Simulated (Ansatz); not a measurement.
# MoS2: the cost of one run

Program: Ansatz 0.2.0. Linear response, PAW datasets, plane waves. The values are computed, spin-unpolarised, and not measurements.

**1. The system as given**

The cell was relaxed beforehand with r2SCAN+rVV10.

The symmetry is P6_3/mmc (No. 194, hexagonal); conventional cell a = 3.173 Å, c = 12.436 Å, 18.07 Å³ an atom. Around Mo lie 6 S at 2.40 Å; around S lie 3 Mo at 2.40 Å.

The structure in full:

```cif
data_structure
_symmetry_space_group_name_H-M 'P6_3/mmc'
_symmetry_Int_Tables_number 194
_cell_length_a 3.1730
_cell_length_b 3.1730
_cell_length_c 12.4359
_cell_angle_alpha 90.000
_cell_angle_beta 90.000
_cell_angle_gamma 120.000
_cell_volume 108.43
loop_
_atom_site_label
_atom_site_type_symbol
_atom_site_symmetry_multiplicity
_atom_site_Wyckoff_symbol
_atom_site_fract_x
_atom_site_fract_y
_atom_site_fract_z
_atom_site_occupancy
Mo1 Mo 2 c 0.33333 0.66667 0.25000 1
S1 S 4 f 0.33333 0.66667 0.62490 1
```

**2. Dielectric tensor and Born charges, r2SCAN**

Input file input.yaml:

```yaml
crystal:
  lattice:
    - [3.1730194928, 0.0, 0.0]
    - [-1.5865097464, 2.7479154875, 0.0]
    - [0.0, 0.0, 12.4359059508]
  atoms:
    - { symbol: Mo, position: [0.3333333333, 0.6666666667, 0.25] }
    - { symbol: Mo, position: [0.6666666667, 0.3333333333, 0.75] }
    - { symbol: S, position: [0.3333333333, 0.6666666667, 0.6249005412] }
    - { symbol: S, position: [0.6666666667, 0.3333333333, 0.1249005412] }
    - { symbol: S, position: [0.3333333333, 0.6666666667, 0.8750994588] }
    - { symbol: S, position: [0.6666666667, 0.3333333333, 0.3750994588] }
kpoints:
  mp_grid: { grid: [9, 9, 2] }
hamiltonian:
  xc: r2scan
scf:
  occupations: { method: fixed }
dielectric: {}
```

Run with:

```sh
$ ansatz run input.yaml --threads 2 --pin off --max-ram 29491MiB --backend cpu --events-out ev --progress --plain --runs-dir out
```

**Question.** How long does this run take on 2 threads of AMD EPYC 7R13 (Zen 3), shared host, and how much memory does it need?

About 2.1 min, with a peak of 1.9 GiB.
